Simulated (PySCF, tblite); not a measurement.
# C5H13NSi: geometry, infrared bands and NMR shifts

What infrared bands and NMR shifts should C5H13NSi (`C[C@H]1C[C@H](N[SiH3])C1`) show?

The runs use tblite 0.8.0 and PySCF 2.14.0, with density-fitted response routines of our own; the level of theory stands in each step. All values are computed, except where a source is named. Atoms count from 0, in the outputs and in this text.

## 1. Starting geometry

20 atoms, charge 0, multiplicity 1; geometry from: force field or distance geometry start.

Bonds of the start (Å): C0–C1 1.49, C1–C2 1.51, C2–C3 1.53, C3–N4 1.44, N4–Si5 1.76, C3–C6 1.51, C6–C1 1.50, C0–H7 1.12, C0–H8 1.12, C0–H9 1.11, C1–H10 1.12, C2–H11 1.10, C2–H12 1.13, C3–H13 1.11, N4–H14 1.03, Si5–H15 1.49, Si5–H16 1.48, Si5–H17 1.46, C6–H18 1.10, C6–H19 1.11.

## 2. Optimising the geometry with GFN2-xTB

What the job is given:

```
{"job": {"kind": "relax", "xc": "GFN2-xTB", "basis": "xTB"}, "charge": 0, "multiplicity": 1}
C     -2.506400     0.255200     0.198300
C     -1.028700     0.231000     0.355000
C     -0.372900    -1.121900     0.503500
C      0.444700    -0.826900    -0.749600
N      1.868800    -0.732900    -0.523900
Si     2.354800     0.549300     0.582900
C     -0.260600     0.497200    -0.905000
H     -2.793700     0.702400    -0.785600
H     -2.901200     0.964900     0.962900
H     -2.995400    -0.736100     0.339400
H     -0.710800     0.911000     1.186300
H      0.266400    -1.237400     1.389500
H     -1.081000    -1.992100     0.377200
H      0.197900    -1.533200    -1.568400
H      2.401400    -0.692700    -1.404200
H      3.801200     0.373100     0.883200
H      2.272900     1.849500    -0.124100
H      1.597000     0.572100     1.831800
H     -0.940800     0.584600    -1.764700
H      0.381100     1.393600    -0.787400
```

Started as:

```bash
> OMP_NUM_THREADS=1 python probes_run.py task.json out
```

The driver reads the jobs from task.json and runs them one after another.

**Question.** This job is followed by: GFN2-xTB harmonic vibrations, gas phase; GIAO PBE0/pcSseg-1 NMR shielding, non-relativistic, gas phase. Predict these results of the whole session: strongest single infrared mode (GFN2-xTB); zero-point energy (GFN2-xTB); 13C shifts against TMS (PBE0/pcSseg-1, means over atoms taken as alike); 1H shifts against TMS (PBE0/pcSseg-1, means over atoms taken as alike); 15N shifts against NH3 (PBE0/pcSseg-1); 29Si shifts against TMS (PBE0/pcSseg-1).

As calculated:

| quantity | value |
| --- | --- |
| strongest single infrared mode (GFN2-xTB) | 2159 cm⁻¹, 369 km/mol |
| zero-point energy (GFN2-xTB) | 105.2 kcal/mol |
| 13C shifts against TMS (PBE0/pcSseg-1, means over atoms taken as alike) | 46.6, 36.6, 25.9, 25.4 ppm |
| 1H shifts against TMS (PBE0/pcSseg-1, means over atoms taken as alike) | 4.72, 3.48, 2.48, 2.39, 1.89, 1.15, 0.65 ppm |
| 15N shifts against NH3 (PBE0/pcSseg-1) | 33.6 ppm |
| 29Si shifts against TMS (PBE0/pcSseg-1) | -70.7 ppm |

In words: Relaxing lowered the energy by 0.697 eV in 92 steps; the close pair that moved most is N4–Si5, from 1.762 to 1.721 Å. No mode is imaginary among the 54: a minimum at this level. The strongest single mode, at 2159 cm⁻¹, moves mainly H16. GFN2-xTB is a fitted tight-binding method: band positions and strengths are rough. Its intensities can rank the bands wrongly. At PBE0/pcSseg-1: The largest span, 101 ppm, is at Si5, where the paramagnetic term is -460 ppm.
